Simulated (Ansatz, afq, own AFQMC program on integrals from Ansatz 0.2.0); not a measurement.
**C2H6BS (doublet): quantum Monte Carlo beside coupled cluster as a fragment species, def2-SVP**

Aim: compute C2H6BS (doublet) with auxiliary-field quantum Monte Carlo on the same integrals as coupled cluster, and set the energies side by side.

The runs use Ansatz 0.2.0, Gaussian basis, and an in-house AFQMC program (afq) on its integrals; all values are calculated; def2-SVP, frozen cores.

Plan: PBE (unrestricted); CCSD(T) on UHF; r2SCAN (unrestricted); PBE0 (unrestricted); CCSD(T) on UHF; B3LYP (unrestricted); wB97M-V (unrestricted); B2PLYP (unrestricted); CCSD(T) on UHF; Phaseless AFQMC, CISD trial on UHF.

1 further run of the same task is left out (it didn't finish).

**1. What is computed**

The geometry is a PBE0/def2-SVP stationary point (not a proven minimum).

10 atoms, charge 0, spin multiplicity 2.

Atoms are counted from 1 here; the program's logs count them from 0.

Bond lengths: B1–S2 1.768 Å, B1–C3 1.559 Å, S2–H5 1.354 Å, C3–C4 1.528 Å, C3–H6 1.109 Å, C3–H7 1.107 Å, C4–H8 1.101 Å, C4–H9 1.101 Å, C4–H10 1.101 Å. Angles: S2–B1–C3 127.5°, B1–S2–H5 98.8°, B1–C3–C4 116.4°, B1–C3–H6 104.3°, B1–C3–H7 110.3°, C4–C3–H6 109.7°, C4–C3–H7 110.7°, H6–C3–H7 104.6°, C3–C4–H8 111.6°, C3–C4–H9 111.3°, C3–C4–H10 111.3°, H8–C4–H9 107.5°, H8–C4–H10 107.8°, H9–C4–H10 107.1°.

As a file:

```
B    -0.82229    0.27829   -0.65338
S    -1.27166    0.35923   -2.36187
C    -0.70599    1.46188    0.35392
C    -0.78687    1.10311    1.83728
H    -1.13051   -0.95008   -2.67530
H     0.28232    1.91452    0.13205
H    -1.43846    2.25281    0.10261
H    -0.63689    1.98664    2.47718
H    -1.76790    0.67358    2.09198
H    -0.02566    0.35633    2.10974
```

**2. PBE (unrestricted)**

Input file in.yaml:

```yaml
crystal:
  periodic: [false, false, false]
  atoms:
    - {symbol: B, position_ang: [-0.822294, 0.278291, -0.653383]}
    - {symbol: S, position_ang: [-1.271660, 0.359232, -2.361869]}
    - {symbol: C, position_ang: [-0.705986, 1.461876, 0.353922]}
    - {symbol: C, position_ang: [-0.786869, 1.103108, 1.837283]}
    - {symbol: H, position_ang: [-1.130505, -0.950084, -2.675303]}
    - {symbol: H, position_ang: [0.282317, 1.914522, 0.132048]}
    - {symbol: H, position_ang: [-1.438455, 2.252806, 0.102611]}
    - {symbol: H, position_ang: [-0.636889, 1.986639, 2.477179]}
    - {symbol: H, position_ang: [-1.767899, 0.673579, 2.091975]}
    - {symbol: H, position_ang: [-0.025662, 0.356332, 2.109738]}
basis:
  gaussian: {orbitals: def2-SVP}
magnetization: {spin_polarized: true, initial_magnetization: 1}
hamiltonian: {xc: {name: PBE}}
output: {orbitals: {seedname: orbitals}}
```

Run with:

```bash
$ ansatz run in.yaml --threads 1 --pin off --events-out ev --progress --plain --max-ram 5632MiB --backend cpu
```

What it wrote:

```text
Functional definition: PBE
  name "PBE"
  cite "Perdew, Burke & Ernzerhof, Phys. Rev. Lett. 77, 3865 (1996) doi:10.1103/PhysRevLett.77.3865"
  parent pbe
  parameter kappa = 0.804
  parameter beta = 0.06672455060314922
  exchange = pbe_x(kappa = kappa, mu = beta*pi^2/3)
  correlation = pbe_c(beta = beta)
1023 factors; their error is unknown
mean field evaluation 1: about -13658.2300 eV, gradient 4.3e1 eV
mean field evaluation 2: about -13632.2476 eV, gradient 7.8e1 eV
mean field evaluation 4: about -13667.8504 eV, gradient 6.6e0 eV
mean field evaluation 8: about -13668.1239 eV, gradient 1.0e-1 eV
mean field evaluation 16: about -13668.0759 eV, gradient 1.8e-4 eV
mean field -13668.07594372 eV, -502.2925263771 hartree, gradient 2.1e-5 eV, S^2 0.753449; 0 other end points of the search recorded, 0 dependent functions left out
reference -13668.07597698 eV, -502.2925275993 hartree; 20, 19 occupied and 70, 71 virtual orbitals, 1023 factors
Total energy: -13668.07597698 eV, -502.2925275993 hartree
```

Wall time 2.4 s (1 thread of AMD EPYC 7R13 (Zen 3), shared host); peak memory 4.6 GiB.

From the report: ⟨S²⟩ of the determinant 0.753 (pure doublet: 0.75).

**3. CCSD(T) on UHF**

in.yaml: that of step 2 with these lines changed.

```diff
@@ -16,3 +16,2 @@
 magnetization: {spin_polarized: true, initial_magnetization: 1}
-hamiltonian: {xc: {name: PBE}}
-output: {orbitals: {seedname: orbitals}}
+correlation: {method: ccsd_t, electrons: outside_noble_gas, hamiltonian_folder: ham}
```

Run with:

```bash
$ ansatz run in.yaml --threads 1 --pin off --events-out ev --progress --plain --max-ram 16896MiB --backend cuda --devices 0, --max-vram 18GiB
```

What it wrote, shortened:

```text
Functional definition: HF
  name "HF"
  cite "Fock, Z. Phys. 61, 126 (1930) doi:10.1007/BF01340294"
  parent pbe
[...]
911 factors; integrals over basis functions are off by at most 1.3e-3 eV
[...]
mean field -13638.88844777 eV, -501.2199056848 hartree, gradient 2.0e-6 eV, S^2 0.756540; 1 other end points of the search recorded, 0 dependent functions left out
determinant -13638.88844777 eV, -501.2199056848 hartree, with singles and doubles -13653.51056795 eV, -501.7572586904 hartree
determinant -13636.32204759 eV, -501.1255922179 hartree, with singles and doubles -13651.06112107 eV, -501.6672431776 hartree
8 core orbitals not correlated: weight in the atoms' cores, before any rotation towards them, 1.000 or more for the frozen orbitals, at most 0.000 for the correlated occupied ones
reference -13638.88844777 eV, -501.2199056848 hartree; 12, 11 occupied and 70, 71 virtual orbitals, 911 factors
second order -13.12527769 eV of doubles, -0.00000000 eV of singles
cycle   1  -14.62210299 eV  change    1.7e-5 eV  update   6.8e-4
[...]
cycle   7  -14.62210404 eV  change    9.5e-6 eV  update   6.8e-6
perturbative correction -0.45305009 eV, -0.0166492837 hartree
Total energy: -13653.96360190 eV, -501.7739073809 hartree
```

Run time: 3.7 s. Hardware: 1 × NVIDIA H100 80GB HBM3 with 1 thread of AMD EPYC 7R13 (Zen 3), shared host; peak host memory 4.6 GiB.

From the report: ⟨S²⟩ of the determinant 0.757 (pure doublet: 0.75); correlation -15.0752 eV; T1 0.013; largest double amplitude 0.04.

This run also writes the integrals to the folder ham.

**4. r2SCAN (unrestricted)**

in.yaml: that of step 3 with these lines changed.

```diff
@@ -16,2 +16,2 @@
 magnetization: {spin_polarized: true, initial_magnetization: 1}
-correlation: {method: ccsd_t, electrons: outside_noble_gas, hamiltonian_folder: ham}
+hamiltonian: {xc: {name: r2SCAN}}
```

Run with:

```bash
$ ansatz run in.yaml --threads 1 --pin off --events-out ev --progress --plain --max-ram 5632MiB --backend cpu
```

What it wrote:

```text
Functional definition: r2SCAN
  name "r2SCAN"
  cite "Furness, Kaplan, Ning, Perdew & Sun, J. Phys. Chem. Lett. 11, 8208 (2020) doi:10.1021/acs.jpclett.0c02405"
  cite "Furness, Kaplan, Ning, Perdew & Sun, J. Phys. Chem. Lett. 11, 9248 (2020) doi:10.1021/acs.jpclett.0c03077"
  parent r2scan
  parameter k0 = 0.174
  parameter k1 = 0.065
  parameter a1 = 4.9479
  exchange = r2scan_x(k0 = k0, k1 = k1, a1 = a1)
  correlation = r2scan_c
1023 factors; their error is unknown
mean field evaluation 1: about -13666.7262 eV, gradient 3.8e1 eV
mean field evaluation 2: about -13656.9027 eV, gradient 5.6e1 eV
mean field evaluation 4: about -13674.5530 eV, gradient 3.3e0 eV
mean field evaluation 8: about -13674.6179 eV, gradient 6.0e-2 eV
mean field evaluation 16: about -13674.5692 eV, gradient 1.6e-4 eV
mean field -13674.56915429 eV, -502.5311474645 hartree, gradient 3.7e-5 eV, S^2 0.754861; 0 other end points of the search recorded, 0 dependent functions left out
reference -13674.56916533 eV, -502.5311478700 hartree; 20, 19 occupied and 70, 71 virtual orbitals, 1023 factors
Total energy: -13674.56916533 eV, -502.5311478700 hartree
```

Wall time 4.7 s (1 thread of AMD EPYC 7R13 (Zen 3), shared host); peak memory 4.6 GiB.

From the report: ⟨S²⟩ of the determinant 0.755 (pure doublet: 0.75).

**5. PBE0 (unrestricted)**

in.yaml: that of step 4 with these lines changed.

```diff
@@ -16,2 +16,3 @@
 magnetization: {spin_polarized: true, initial_magnetization: 1}
-hamiltonian: {xc: {name: r2SCAN}}
+hamiltonian: {xc: {name: PBE0}}
+output: {orbitals: {seedname: orbitals}}
```

Same command.

What it wrote:

```text
Functional definition: PBE0
  name "PBE0"
  cite "Adamo & Barone, J. Chem. Phys. 110, 6158 (1999) doi:10.1063/1.478522"
  cite "Perdew, Burke & Ernzerhof, Phys. Rev. Lett. 77, 3865 (1996) doi:10.1103/PhysRevLett.77.3865"
  parent pbe
  parameter a = 0.25
  parameter kappa = 0.804
  parameter beta = 0.06672455060314922
  exchange = (1 - a)*pbe_x(kappa = kappa, mu = beta*pi^2/3) + a*exact_x
  correlation = pbe_c(beta = beta)
911 factors; integrals over basis functions are off by at most 1.3e-3 eV
mean field evaluation 1: about -13663.8752 eV, gradient 3.3e1 eV
mean field evaluation 2: about -13661.3429 eV, gradient 3.9e1 eV
mean field evaluation 4: about -13669.5156 eV, gradient 1.4e0 eV
mean field evaluation 8: about -13669.7097 eV, gradient 5.7e-2 eV
mean field evaluation 16: about -13669.7097 eV, gradient 2.9e-4 eV
mean field -13669.70971586 eV, -502.3525663958 hartree, gradient 8.0e-5 eV, S^2 0.753742; 0 other end points of the search recorded, 0 dependent functions left out
reference -13669.70974183 eV, -502.3525673502 hartree; 20, 19 occupied and 70, 71 virtual orbitals, 911 factors
Total energy: -13669.70974183 eV, -502.3525673502 hartree
```

Run time: 3.2 s. Hardware: 1 thread of AMD EPYC 7R13 (Zen 3), shared host; peak memory 4.6 GiB.

From the report: ⟨S²⟩ of the determinant 0.754 (pure doublet: 0.75).

**6. CCSD(T) on UHF**

in.yaml: that of step 5 with these lines changed.

```diff
@@ -14,5 +14,4 @@
 basis:
-  gaussian: {orbitals: def2-SVP}
+  gaussian: {orbitals: def2-TZVPP}
 magnetization: {spin_polarized: true, initial_magnetization: 1}
-hamiltonian: {xc: {name: PBE0}}
-output: {orbitals: {seedname: orbitals}}
+correlation: {method: ccsd_t, electrons: outside_noble_gas}
```

Run with:

```bash
$ ansatz run in.yaml --threads 1 --pin off --events-out ev --progress --plain --max-ram 16896MiB --backend cuda --devices 0, --max-vram 18GiB
```

What it wrote, shortened:

```text
Functional definition: HF
  name "HF"
  cite "Fock, Z. Phys. 61, 126 (1930) doi:10.1007/BF01340294"
  parent pbe
[...]
1264 factors; integrals over basis functions are off by at most 1.1e-3 eV
[...]
mean field -13645.65153219 eV, -501.4684444532 hartree, gradient 7.1e-6 eV, S^2 0.757556; 2 other end points of the search recorded, 0 dependent functions left out
determinant -13645.65153219 eV, -501.4684444532 hartree, with singles and doubles -13663.68888468 eV, -502.1313049310 hartree
determinant -13643.16859124 eV, -501.3771980561 hartree, with singles and doubles -13661.37382179 eV, -502.0462279391 hartree
8 core orbitals not correlated: weight in the atoms' cores, before any rotation towards them, 1.000 or more for the frozen orbitals, at most 0.000 for the correlated occupied ones
reference -13645.65153219 eV, -501.4684444532 hartree; 12, 11 occupied and 199, 200 virtual orbitals, 1264 factors
second order -16.42210750 eV of doubles, -0.00000000 eV of singles
cycle   1  -17.77653934 eV  change    -1.2e0 eV  update   2.7e-2
[...]
cycle   9  -17.82104090 eV  change    2.1e-5 eV  update   2.0e-5
perturbative correction -0.75893327 eV, -0.0278902834 hartree
Total energy: -13664.23150636 eV, -502.1512459101 hartree
```

Wall time 7.5 s (1 × NVIDIA H100 80GB HBM3 with 1 thread of AMD EPYC 7R13 (Zen 3), shared host); peak host memory 4.6 GiB.

From the report: ⟨S²⟩ of the determinant 0.758 (pure doublet: 0.75); correlation -18.5800 eV; T1 0.014; largest double amplitude 0.04.

**7. B3LYP (unrestricted)**

in.yaml: that of step 6 with these lines changed.

```diff
@@ -14,4 +14,4 @@
 basis:
-  gaussian: {orbitals: def2-TZVPP}
+  gaussian: {orbitals: def2-SVP}
 magnetization: {spin_polarized: true, initial_magnetization: 1}
-correlation: {method: ccsd_t, electrons: outside_noble_gas}
+hamiltonian: {xc: {name: B3LYP}}
```

Run with:

```bash
$ ansatz run in.yaml --threads 1 --pin off --events-out ev --progress --plain --max-ram 5632MiB --backend cpu
```

What it wrote, shortened:

```text
Functional definition: B3LYP
  name "B3LYP"
  cite "Stephens, Devlin, Chabalowski & Frisch, J. Phys. Chem. 98, 11623 (1994) doi:10.1021/j100096a001"
  cite "Becke, Phys. Rev. A 38, 3098 (1988) doi:10.1103/PhysRevA.38.3098"
  cite "Lee, Yang & Parr, Phys. Rev. B 37, 785 (1988) doi:10.1103/PhysRevB.37.785"
  cite "Vosko, Wilk & Nusair, Can. J. Phys. 58, 1200 (1980) doi:10.1139/p80-159"
[...]
911 factors; integrals over basis functions are off by at most 1.3e-3 eV
[...]
mean field -13677.70820574 eV, -502.6465054774 hartree, gradient 6.9e-5 eV, S^2 0.752661; 0 other end points of the search recorded, 0 dependent functions left out
reference -13677.70843637 eV, -502.6465139528 hartree; 20, 19 occupied and 70, 71 virtual orbitals, 911 factors
Total energy: -13677.70843637 eV, -502.6465139528 hartree
```

Run time: 3.1 s. Hardware: 1 thread of AMD EPYC 7R13 (Zen 3), shared host; peak memory 4.6 GiB.

From the report: ⟨S²⟩ of the determinant 0.753 (pure doublet: 0.75).

**8. wB97M-V (unrestricted)**

in.yaml: that of step 7 with these lines changed.

```diff
@@ -16,2 +16,3 @@
 magnetization: {spin_polarized: true, initial_magnetization: 1}
-hamiltonian: {xc: {name: B3LYP}}
+hamiltonian: {xc: {name: wB97M-V}}
+output: {orbitals: {seedname: orbitals}}
```

Same command.

What it wrote, shortened:

```text
Functional definition: wB97M-V
  name "wB97M-V"
  cite "Mardirossian & Head-Gordon, J. Chem. Phys. 144, 214110 (2016) doi:10.1063/1.4952647"
  cite "Becke, J. Chem. Phys. 107, 8554 (1997) doi:10.1063/1.475007"
  cite "Vydrov & Van Voorhis, J. Chem. Phys. 133, 244103 (2010) doi:10.1063/1.3521275"
  # Of w^i u^j: cxij and so on, Table III.
[...]
  gx(w, u) = 1 - cx + cx01*u + cx10*w
  gss(w, u) = css00 + css04*u^4 + css10*w + css20*w^2 + css43*w^4*u^3
  gos(w, u) = cos00 + cos10*w + (cos20 + cos21*u)*w^2 + (cos60 + cos61*u)*w^6
[...]
      + integral(e_c_pw_mod_opposite_spin*gos(b97_w_opposite, b97_u_opposite)) + vv10(b, c)
911 factors; integrals over basis functions are off by at most 1.3e-3 eV
277 factors; integrals over basis functions are off by at most 1.2e-5 eV
[...]
mean field -13674.50720145 eV, -502.5288707393 hartree, gradient 4.1e-5 eV, S^2 0.752589; 0 other end points of the search recorded, 0 dependent functions left out
reference -13674.50724159 eV, -502.5288722146 hartree; 20, 19 occupied and 70, 71 virtual orbitals, 911 factors
Total energy: -13674.50724159 eV, -502.5288722146 hartree
```

Wall time 13 s (1 thread of AMD EPYC 7R13 (Zen 3), shared host); peak memory 4.6 GiB.

From the report: ⟨S²⟩ of the determinant 0.753 (pure doublet: 0.75).

**9. B2PLYP (unrestricted)**

in.yaml: that of step 8 with these lines changed.

```diff
@@ -16,3 +16,3 @@
 magnetization: {spin_polarized: true, initial_magnetization: 1}
-hamiltonian: {xc: {name: wB97M-V}}
-output: {orbitals: {seedname: orbitals}}
+hamiltonian: {xc: {name: B2PLYP}}
+correlation: {electrons: outside_noble_gas}
```

The command is unchanged.

What it wrote, shortened:

```text
Functional definition: B2PLYP
  name "B2PLYP"
  cite "Grimme, J. Chem. Phys. 124, 034108 (2006) doi:10.1063/1.2148954"
  cite "Becke, Phys. Rev. A 38, 3098 (1988) doi:10.1103/PhysRevA.38.3098"
  cite "Lee, Yang & Parr, Phys. Rev. B 37, 785 (1988) doi:10.1103/PhysRevB.37.785"
[...]
911 factors; integrals over basis functions are off by at most 1.3e-3 eV
[...]
mean field -13665.27749874 eV, -502.1896854211 hartree, gradient 5.9e-6 eV, S^2 0.753769; 0 other end points of the search recorded, 0 dependent functions left out
8 core orbitals not correlated: weight in the atoms' cores, before any rotation towards them, 1.000 or more for the frozen orbitals, at most 0.000 for the correlated occupied ones
reference -13665.27764833 eV, -502.1896909184 hartree; 12, 11 occupied and 70, 71 virtual orbitals, 911 factors
second order -16.16542323 eV of doubles, -0.00000000 eV of singles
Total energy: -13669.64231261 eV, -502.3500893720 hartree
```

Wall time 4.2 s (1 thread of AMD EPYC 7R13 (Zen 3), shared host); peak memory 4.6 GiB.

From the report: ⟨S²⟩ of the determinant 0.754 (pure doublet: 0.75).

**10. CCSD(T) on UHF**

in.yaml: that of step 9 with these lines changed.

```diff
@@ -14,5 +14,4 @@
 basis:
-  gaussian: {orbitals: def2-SVP}
+  gaussian: {orbitals: "def2-QZVPP.json"}
 magnetization: {spin_polarized: true, initial_magnetization: 1}
-hamiltonian: {xc: {name: B2PLYP}}
-correlation: {electrons: outside_noble_gas}
+correlation: {method: ccsd_t, electrons: outside_noble_gas}
```

Run with:

```bash
$ ansatz run in.yaml --threads 1 --pin off --events-out ev --progress --plain --max-ram 16896MiB --backend cuda --devices 0, --max-vram 18GiB
```

What it wrote, shortened:

```text
Functional definition: HF
  name "HF"
  cite "Fock, Z. Phys. 61, 126 (1930) doi:10.1007/BF01340294"
  parent pbe
[...]
2491 factors; integrals over basis functions are off by at most 9.5e-4 eV
[...]
mean field -13646.08239461 eV, -501.4842783552 hartree, gradient 7.1e-6 eV, S^2 0.757653; 1 other end points of the search recorded, 0 dependent functions left out
determinant -13646.08239461 eV, -501.4842783552 hartree, with singles and doubles -13665.30616337 eV, -502.1907388267 hartree
determinant -13643.61943748 eV, -501.3937663501 hartree, with singles and doubles -13663.02435047 eV, -502.1068837494 hartree
8 core orbitals not correlated: weight in the atoms' cores, before any rotation towards them, 1.000 or more for the frozen orbitals, at most 0.000 for the correlated occupied ones
reference -13646.08239461 eV, -501.4842783552 hartree; 12, 11 occupied and 401, 402 virtual orbitals, 2491 factors
second order -17.58088216 eV of doubles, -0.00000000 eV of singles
cycle   1  -18.71015781 eV  change    -1.8e0 eV  update   3.0e-2
[...]
cycle   9  -18.77594530 eV  change    2.8e-5 eV  update   2.4e-5
perturbative correction -0.84496378 eV, -0.0310518461 hartree
Total energy: -13665.70330369 eV, -502.2053334644 hartree
```

Run time: 1.8 min. Hardware: 1 × NVIDIA H100 80GB HBM3 with 1 thread of AMD EPYC 7R13 (Zen 3), shared host; peak host memory 4.6 GiB.

From the report: ⟨S²⟩ of the determinant 0.758 (pure doublet: 0.75); correlation -19.6209 eV; T1 0.014; largest double amplitude 0.03.

**11. Phaseless AFQMC, CISD trial on UHF**

It reads the integrals that the CCSD(T) run on this determinant wrote.

Run with:

```bash
$ afq ham --method phaseless --trial cisd --walkers 2400 --populations 20 --least-time 60 --time-step 0.005 --steps-per-block 50 --equilibration-blocks 28 --max-blocks 4000 --target-error 0.00029 --factor-cut 1e-05 --start spin_pure --seed 752 --release-times 0.21,0.42,0.63,0.9 --release-step 0.03 --release-every 5 --taylor-order 6
```

What it wrote:

```text
orbitals 82  electrons 12 11  factors 696 of 911
reference energy -501.21990568 Eh
CCSD correlation -0.53735216 Eh in 13 cycles, weight of the determinant in the CISD state 0.8064
energy of the start -501.756924 Eh
 block  time / (1/Eh)  mean weight  energy / Eh
     1     0.250  0.9998  -501.738510
     2     0.500  0.9997  -501.746930
     3     0.750  0.9999  -501.756087
     4     1.000  0.9996  -501.762265
     5     1.250  1.0000  -501.765801
     6     1.500  0.9998  -501.771297
     7     1.750  1.0003  -501.772497
     8     2.000  1.0000  -501.772097
     9     2.250  1.0004  -501.773955
    10     2.500  0.9998  -501.772834
    11     2.750  1.0003  -501.771061
    13     3.250  1.0002  -501.774582
    15     3.750  0.9998  -501.775098
    17     4.250  1.0001  -501.777832
    19     4.750  0.9997  -501.775461
    21     5.250  0.9998  -501.775641
    23     5.750  0.9994  -501.774211
    25     6.250  1.0004  -501.774735
    27     6.750  1.0002  -501.778487
    29     7.250  1.0000  -501.777635
    31     7.750  1.0002  -501.776649
    33     8.250  0.9998  -501.776206
    35     8.750  0.9999  -501.778153
    37     9.250  1.0001  -501.775202
    39     9.750  0.9998  -501.776831
    41    10.250  1.0006  -501.776695
    43    10.750  1.0002  -501.776905
    45    11.250  1.0002  -501.776171
    47    11.750  0.9996  -501.775730
    49    12.250  0.9993  -501.775346
    51    12.750  1.0000  -501.773482
    53    13.250  1.0000  -501.774714
    55    13.750  1.0005  -501.774486
    57    14.250  1.0004  -501.774753
    59    14.750  1.0006  -501.773384
    61    15.250  1.0000  -501.775173
    63    15.750  1.0002  -501.774244
    65    16.250  1.0001  -501.774617
    67    16.750  0.9999  -501.774960
    69    17.250  0.9994  -501.774238
    71    17.750  0.9995  -501.773339
    73    18.250  1.0006  -501.775097
    75    18.750  0.9996  -501.777452
    77    19.250  1.0004  -501.777380
    79    19.750  0.9992  -501.778059
    81    20.250  0.9997  -501.774884
    83    20.750  1.0002  -501.773395
    85    21.250  0.9996  -501.776873
    87    21.750  1.0002  -501.778043
    89    22.250  0.9986  -501.777349
    91    22.750  0.9999  -501.777460
    93    23.250  0.9997  -501.776775
    95    23.750  0.9997  -501.779845
    97    24.250  0.9999  -501.775525
error from the spread of 20 populations
released: time / (1/Eh)  energy / Eh  error  mean overlap
  0.21  -501.775533  0.000317  0.9998
  0.42  -501.775833  0.000399  1.0000
  0.63  -501.775631  0.000393  1.0055
  0.90  -501.776817  0.000327  0.9925
energy -501.775960 +/- 0.000248 Eh
```

Wall time 3.3 min (1 × NVIDIA H100 80GB HBM3 with 2 threads of AMD EPYC 7R13 (Zen 3), shared host); peak host memory 4.6 GiB.

Energy -13654.0195 ± 0.0068 eV. Caveats: constraint bias not in the error.

**12. All levels side by side**

On the UHF determinant, counted from CCSD(T) (a yardstick, not exact):

```
                                                level  energy (eV)  from CCSD(T) (kcal/mol)  statistical error (kcal/mol)     time
                                                   HF  -13638.8884                  +347.64                                       
                                                  MP2  -13652.0137                   +44.97                                       
                                                 CCSD  -13653.5106                   +10.45                                       
                                              CCSD(T)  -13653.9636                     0.00                                       
Phaseless AFQMC, CISD trial, step 0.005, 2400 walkers  -13654.0195                    -1.29                          0.16  3.3 min
```

The functionals' totals stand on their own zeros and serve differences with other points: PBE -13668.076 eV; r2SCAN -13674.569 eV; PBE0 -13669.710 eV; B3LYP -13677.708 eV; wB97M-V -13674.507 eV; B2PLYP -13669.642 eV.

**13. Results**

| quantity | value |
| --- | --- |
| Phaseless AFQMC, CISD trial on UHF from CCSD(T) | -1.29 ± 0.16 kcal/mol |

**Reading.** On UHF the phaseless walk with the CISD trial lies -1.29 kcal/mol from CCSD(T), 8 times its error bar. Error bars are statistical and leave out the constraint, the time step and what remains of the start.
